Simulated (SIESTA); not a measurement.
Write an ASE script for SIESTA 5.4.2 that does the following.

| Item | Value |
| --- | --- |
| Task | single point |
| Functional | AM05 |
| Potentials or basis | PseudoDojo 0.4 standard (PBEsol files) |
| Basis | DZP (energy shift 0.003 Ry; two zetas on semicore shells) |
| Grid cutoff | 800 Ry |
| Energy shift | 0.003 Ry |
| k mesh | 11 × 11 × 1 |
| Occupations | fermi-dirac, width 0.05 eV |
| Spin | no spin polarisation |
| dipole correction | yes |

The system is Rh, a sheet with vacuum.

```xyz
1
Lattice="2.4265 0.1231 0.0000 -0.2893 2.4124 0.0000 0.0000 0.0000 23.8000" Properties=species:S:1:pos:R:3 pbc="T T T"
Rh    1.0686    1.2677    7.0001
```

The cell was built by a generator and needn't be a form met in nature.

One way to write it, as run:

run.py

```python
from ase import Atoms
from ase.calculators.siesta import Siesta
from ase.units import Ry, GPa

atoms = Atoms(
    ['Rh'],
    cell=[
        [2.42653, 0.1231, 0.0],
        [-0.28935, 2.41236, -0.0],
        [0.0, 0.0, 23.8],
    ],
    scaled_positions=[
        [0.5, 0.5, 0.29412],
    ],
    pbc=True,
)

fdf = {
    'SCFMustConverge': False,
    'OccupationFunction': 'FD',
    'ElectronicTemperature': '0.05 eV',
    'Slab.DipoleCorrection': 'vacuum',
    'MaxSCFIterations': '120',
    'SCF.Mixer.Method': 'Pulay',
    'SCF.Mixer.Weight': '0.25',
    'SCF.Mixer.History': '8',
    'SCF.DM.Tolerance': '5.0e-05',
    'SCF.H.Tolerance': '1.0e-03 eV',
    'WriteForces': 'true',
    'Charge.Mulliken': 'end',
    'PAO.Basis': ['Rh.1 5', 'n=4 0 2', '  2.902 0.000', 'n=5 0 2', '  8.378 0.000', 'n=4 1 2', '  3.313 0.000', 'n=5 1 1', '  8.378', 'n=4 2 2', '  5.613 0.000'],
}
calc = Siesta(
    label="Rh",
    command="siesta < PREFIX.fdf > PREFIX.out",
    pseudo_path="pseudos",
    pseudo_qualifier="",
    xc=('GGA', 'AM05'),
    basis_set="DZP",
    mesh_cutoff=800 * Ry,
    energy_shift=0.003 * Ry,
    kpts=[11, 11, 1],
    spin="non-polarized",
    fdf_arguments=fdf,
)
atoms.calc = calc

print(f"energy = {atoms.get_potential_energy():.6f} eV")
free = atoms.get_potential_energy(force_consistent=True)
print(f"free energy = {free:.6f} eV")
print("forces (eV/A):")
print(atoms.get_forces(apply_constraint=False).round(6))
print("stress (GPa, Voigt order, tension positive):", (atoms.get_stress() / GPa).round(4))
```

Potentials or basis: PseudoDojo 0.4 standard (PBEsol files), DZP (energy shift 0.003 Ry; two zetas on semicore shells).

The run is started by

```sh
$ python run.py
```

Results of the run:

| Property | Result |
| --- | --- |
| Band gap on the k mesh | none (metal or under the smearing width) |

Caveat: the potentials were made for another functional, which shifts forces and pressure; the basis of atomic orbitals isn't converged, which shifts pressures, moduli and gaps.

Run time: 19 s on 1 thread of Intel(R) Xeon(R) 6975P-C (Granite Rapids), on a shared host, peak memory 0.39 GiB.
